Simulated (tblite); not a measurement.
# C5H14Ge: the cost of one run

Programs: PySCF 2.14.0 with density-fitted response routines of our own, and tblite 0.8.0. All values are computed, except where a source is named. Atoms count from 0 throughout.

## 1. The starting structure

20 atoms, charge 0, multiplicity 1; geometry from: UFF geometry.

Bonds of the start (Å): C0–C1 1.52, C0–H6 1.10, C0–H7 1.11, C0–H8 1.11, C1–C2 1.57, C1–H10 1.10, C1–H9 1.11, C2–C3 1.53, C2–C4 1.54, C2–H11 1.11, C3–H12 1.13, C3–H13 1.11, C3–H14 1.12, C4–Ge5 1.96, C4–H15 1.11, C4–H16 1.12, Ge5–H17 1.55, Ge5–H18 1.54, Ge5–H19 1.55.

## 2. GFN2-xTB relaxation, conformer 1

The job: settings as JSON, then the geometry in Å.

```
{"job": {"xc": "GFN2-xTB", "basis": "xTB", "kind": "relax"}, "charge": 0, "multiplicity": 1}
C     -1.974100    -0.173400    -1.348100
C     -0.798900     0.550000    -0.714000
C     -0.096500    -0.301500     0.400200
C     -1.022600    -0.456400     1.612100
C      1.224700     0.345500     0.841500
Ge     2.625300     0.127300    -0.512100
H     -1.683600    -1.177000    -1.705000
H     -2.332900     0.421800    -2.215200
H     -2.819900    -0.264500    -0.629700
H     -1.138700     1.516900    -0.281700
H     -0.072000     0.766900    -1.515700
H      0.110400    -1.316300    -0.000600
H     -0.507500    -1.037100     2.427200
H     -1.932300    -1.032800     1.351800
H     -1.317600     0.535900     2.031300
H      1.596800    -0.138100     1.772700
H      1.087700     1.432300     1.049700
H      3.982700     0.570800     0.097600
H      2.335800     1.002300    -1.751000
H      2.727900    -1.362000    -0.914100
```

Launch:

```sh
$ OMP_NUM_THREADS=1 python ens_run.py task.json out
```

This one command runs the whole study; its stages follow in the order run.

**Question.** How long does this first job take on 1 thread of Intel Xeon at 2.50GHz, shared host?

About 2.1 s.
